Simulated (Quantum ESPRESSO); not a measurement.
The system is Hf, a slab with vacuum.

```
Hf
1.0
     3.13955    0.00000    0.00000
    -1.56978    2.71893    0.00000
     0.00000    0.00000   25.25374
Hf
5
Direct
  0.66667 0.33333 0.29699
  0.33333 0.66667 0.39849
  0.00000 0.00000 0.50000
  0.66667 0.33333 0.60151
  0.33333 0.66667 0.70301
```

The slab is cut from a database's or a generator's crystal, which needn't be the stable form of the element.

Below is the output of Quantum ESPRESSO 7.5 for this cell. Logs are shortened: lines on timing, memory, paths and dates and some standing lists are left out, and cuts for length are marked.

```text
This program is part of the open-source Quantum ESPRESSO suite
     for quantum simulation of materials; please cite
         "P. Giannozzi et al., J. Phys.:Condens. Matter 21 395502 (2009);
         "P. Giannozzi et al., J. Phys.:Condens. Matter 29 465901 (2017);
         "P. Giannozzi et al., J. Chem. Phys. 152 154105 (2020);
     in publications or presentations arising from this work. More details at

     Message from routine setup:
     using ibrav=0 with symmetry is DISCOURAGED, use correct ibrav instead

     K-points division:     npool     =       2
     Subspace diagonalization in iterative solution of the eigenvalue problem:
     a serial algorithm will be used

     G-vector sticks info
     --------------------
     sticks:   dense  smooth     PW     G-vecs:    dense   smooth      PW
     Sum         499     379    121                69641    49567    8445

     Using Slab Decomposition

     bravais-lattice index     =            0
     lattice parameter (alat)  =       5.9329  a.u.
     unit-cell volume          =    1454.7518 (a.u.)^3
     number of atoms/cell      =            5
     number of atomic types    =            2
     number of electrons       =        60.00
     number of Kohn-Sham states=           40
     kinetic-energy cutoff     =      40.0000  Ry
     charge density cutoff     =     200.0000  Ry
     scf convergence threshold =      1.0E-07
     mixing beta               =       0.3000
     number of iterations used =            8  local-TF  mixing
     energy convergence thresh.=      1.0E-04
     force convergence thresh. =      1.0E-03
     Exchange-correlation= SLA  PW   PSX  PSC
                           (   1   4  10   8   0   0   0)
     nstep                     =           30

     celldm(1)=   5.932897  celldm(2)=   0.000000  celldm(3)=   0.000000
     celldm(4)=   0.000000  celldm(5)=   0.000000  celldm(6)=   0.000000
[... 276 lines left out ...]

     negative rho (up, down):  5.423E-01 0.000E+00

     End of self-consistent calculation

          k = 0.0000 0.0000 0.0000 (  6139 PWs)   bands (ev):

   -56.6137 -56.5046 -56.1837 -56.1440 -56.0519 -25.4560 -25.4154 -25.0867
   -24.9096 -24.9096 -24.8261 -24.8261 -24.7320 -24.5335 -24.5335 -24.5042
   -24.4689 -24.4689 -24.3914 -24.3914  -1.6617  -0.9759   0.0347   1.0041
     1.5416   5.1990   5.3998   5.7103   5.9026   6.2917   6.5353   6.5354
     6.7360   6.7361   6.8210   6.8211   6.8659   7.0552   7.0552   7.0869
[... 27 lines left out ...]
   -56.5722 -56.4611 -56.1327 -56.1104 -56.0136 -25.5287 -25.4856 -25.3266
   -25.3132 -25.1806 -25.0838 -25.0546 -24.9802 -24.9469 -24.7905 -24.6985
   -24.6879 -24.5982 -24.5741 -24.5157   1.6084   1.9903   2.1809   2.6032
     3.1464   3.4792   3.8581   4.3865   5.0435   5.7290   5.8289   6.1890
     6.2657   6.6482   6.7944   6.9240   7.3687   8.4771   8.7901   8.9548

          k = 0.0000-0.5774 0.0000 (  6232 PWs)   bands (ev):

   -56.5677 -56.4565 -56.1268 -56.1073 -56.0095 -25.5884 -25.5443 -25.3477
   -25.3226 -25.2413 -25.0954 -25.0697 -24.9962 -24.9534 -24.7798 -24.7151
   -24.7148 -24.6121 -24.5882 -24.5288   1.8874   2.1503   2.4406   2.5172
     2.8449   3.3159   3.7170   4.3346   5.1635   5.8694   6.1456   6.2364
     6.4084   6.6840   6.9271   7.2848   7.3301   8.4603   9.1126   9.3449
[... 59 lines left out ...]
   -56.5628 -56.4513 -56.1200 -56.1040 -56.0050 -25.4452 -25.3991 -25.3199
   -25.2732 -25.2695 -25.2552 -25.0935 -25.0453 -24.9743 -24.9012 -24.8478
   -24.7485 -24.6990 -24.6551 -24.6062   3.3551   3.4026   3.5099   3.6440
     4.0038   4.1373   4.3355   4.3397   4.5607   5.1891   5.3580   5.4487
     5.5903   5.6938   5.9947   6.0340   8.1854   8.3583   8.4706   8.9921

     the Fermi energy is     5.4320 ev

!    total energy              =    -792.50378198 Ry
     estimated scf accuracy    <          4.1E-09 Ry
     smearing contrib. (-TS)   =      -0.00009129 Ry
     internal energy E=F+TS    =    -792.50369069 Ry

     The total energy is F=E-TS. E is the sum of the following terms:
     one-electron contribution =   -3103.26730525 Ry
     hartree contribution      =    1553.06000479 Ry
     xc contribution           =    -376.23119121 Ry
     ewald contribution        =    1133.93480098 Ry

     convergence has been achieved in  15 iterations

     negative rho (up, down):  5.423E-01 0.000E+00

     Forces acting on atoms (cartesian axes, Ry/au):

     atom    1 type  2   force =     0.00000000    0.00000000    0.02813709
     atom    2 type  2   force =     0.00000000   -0.00000000   -0.02818085
     atom    3 type  1   force =     0.00000000    0.00000000   -0.00003592
     atom    4 type  1   force =     0.00000000    0.00000000    0.00066616
     atom    5 type  1   force =     0.00000000    0.00000000   -0.00058649

     Total force =     0.000888     Total SCF correction =     0.000106
     SCF correction compared to forces is large: reduce conv_thr to get better values
     Energy error            =      2.2E-05 Ry
     Gradient error          =      6.7E-04 Ry/Bohr

     bfgs converged in  16 scf cycles and  15 bfgs steps
     (criteria: energy <  1.0E-04 Ry, force <  1.0E-03 Ry/Bohr)

     End of BFGS Geometry Optimization

     Final energy             =    -792.5037819786 Ry

Begin final coordinates

ATOMIC_POSITIONS (crystal)
Hf9              0.6666666667        0.3333333333        0.2969857046    0   0   0
Hf9              0.3333333333        0.6666666667        0.3984928523    0   0   0
Hf              -0.0000000000       -0.0000000000        0.4997035974
Hf               0.6666666667        0.3333333333        0.6022650416
Hf               0.3333333333        0.6666666667        0.6961336984
End final coordinates

=------------------------------------------------------------------------------=
   JOB DONE.
=------------------------------------------------------------------------------=
```

Q: Write the input and the command behind it.

A: Relaxation of the atoms with PBEsol, no spin polarisation. The files as run (others can give the same):

pw.in
```
&CONTROL
  calculation = 'relax'
  prefix = 'pwscf'
  outdir = './tmp'
  pseudo_dir = './pseudo'
  tprnfor = .true.
  disk_io = 'low'
  nstep = 30
  forc_conv_thr = 0.001
  etot_conv_thr = 0.0001
  max_seconds = 2720
/
&SYSTEM
  ibrav = 0
  nat = 5
  ntyp = 2
  ecutwfc = 40
  ecutrho = 200
  nbnd = 40
  occupations = 'smearing'
  smearing = 'mv'
  degauss = 0.00367493
/
&ELECTRONS
  conv_thr = 1d-07
  electron_maxstep = 150
  mixing_beta = 0.3
  mixing_mode = 'local-TF'
  tqr = .true.
/
&IONS
  upscale = 10
  ion_dynamics = 'bfgs'
/
ATOMIC_SPECIES
Hf   178.4900 hf_pbesol_v1.uspp.F.UPF
Hf9  178.4900 hf_pbesol_v1.uspp.F.UPF
CELL_PARAMETERS angstrom
   3.1395541085    0.0000000000    0.0000000000
  -1.5697770542    2.7189336145    0.0000000000
   0.0000000000    0.0000000000   25.2537407808
ATOMIC_POSITIONS crystal
Hf9    0.6666666667    0.3333333333    0.2969857046  0 0 0
Hf9    0.3333333333    0.6666666667    0.3984928523  0 0 0
Hf     0.0000000000    0.0000000000    0.5000000000
Hf     0.6666666667    0.3333333333    0.6015071477
Hf     0.3333333333    0.6666666667    0.7030142954
K_POINTS automatic
10 10 1 0 0 0
```

Potentials or basis: GBRV 1.5 PBEsol.
Launch:
```console
$ OMP_NUM_THREADS=1 mpirun -n 2 pw.x -nk 2 -in pw.in > pw.out
```

Caveat: real space augmentation costs some meV and hundredths of eV per Å.
